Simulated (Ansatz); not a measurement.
# ClH7N2SiSn: the cost of one run

All numbers below are computed with Ansatz 0.2.0 (RKS BHLYP-D4/def2-SVP).

### 1 The system as given

Bond lengths: N1–Si2 1.742 Å, Si2–Sn3 2.501 Å, Sn3–N4 2.043 Å, Sn3–Cl5 2.345 Å, N1–H6 0.998 Å, N1–H7 1.086 Å, Si2–H8 1.460 Å, Si2–H9 1.508 Å, Sn3–H10 1.798 Å, N4–H11 1.066 Å, N4–H12 1.089 Å. Angles (14 of 18 angles, heavy atoms first): N1–Si2–Sn3 108.1°, Si2–Sn3–N4 111.3°, Si2–Sn3–Cl5 110.5°, N4–Sn3–Cl5 109.9°, N1–Si2–H8 110.1°, N1–Si2–H9 111.7°, Sn3–Si2–H8 108.7°, Sn3–Si2–H9 110.2°, Si2–N1–H6 111.5°, Si2–N1–H7 105.9°, Si2–Sn3–H10 108.5°, N4–Sn3–H10 106.9°, Cl5–Sn3–H10 109.6°, Sn3–N4–H11 106.6°.

As a file:

```xyz
12

N    -2.0609    0.2052    0.5867
Si   -0.5014    0.4708    1.3163
Sn    1.2290    0.3453   -0.4852
N     1.2011   -1.4724   -1.4169
Cl    0.9015    2.0542   -2.0580
H    -2.0854   -0.6523    0.0765
H    -2.1788    0.9888   -0.1554
H    -0.2257   -0.5674    2.3044
H    -0.4321    1.8061    2.0133
H     2.8507    0.5219    0.2701
H     1.2054   -2.2094   -0.6474
H     0.1736   -1.5460   -1.7702
```

### 2 End point A

input.yaml reads:

```yaml
crystal:
  periodic: [false, false, false]
  atoms:
    - { symbol: "N", position_ang: [-2.0609, 0.2052, 0.5867] }
    - { symbol: Si, position_ang: [-0.5014, 0.4708, 1.3163] }
    - { symbol: Sn, position_ang: [1.229, 0.3453, -0.4852] }
    - { symbol: "N", position_ang: [1.2011, -1.4724, -1.4169] }
    - { symbol: Cl, position_ang: [0.9015, 2.0542, -2.058] }
    - { symbol: H, position_ang: [-2.0854, -0.6523, 0.0765] }
    - { symbol: H, position_ang: [-2.1788, 0.9888, -0.1554] }
    - { symbol: H, position_ang: [-0.2257, -0.5674, 2.3044] }
    - { symbol: H, position_ang: [-0.4321, 1.8061, 2.0133] }
    - { symbol: H, position_ang: [2.8507, 0.5219, 0.2701] }
    - { symbol: H, position_ang: [1.2054, -2.2094, -0.6474] }
    - { symbol: H, position_ang: [0.1736, -1.546, -1.7702] }
basis:
  gaussian: { orbitals: def2-SVP }
hamiltonian:
  xc: { name: BHLYP }
  dispersion: d4
relax:
  f_tol: 0.015
  max_steps: 40
```

The run is started by

```
$ ansatz run input.yaml --threads 2 --pin off --max-ram 3072MiB --backend cpu --events-out ev --progress --plain --runs-dir out
```

What time and memory should one allow on 2 threads of AMD EPYC 9R14 (Zen 4), shared host?

About 2 min, with a peak of 0.36 GiB.
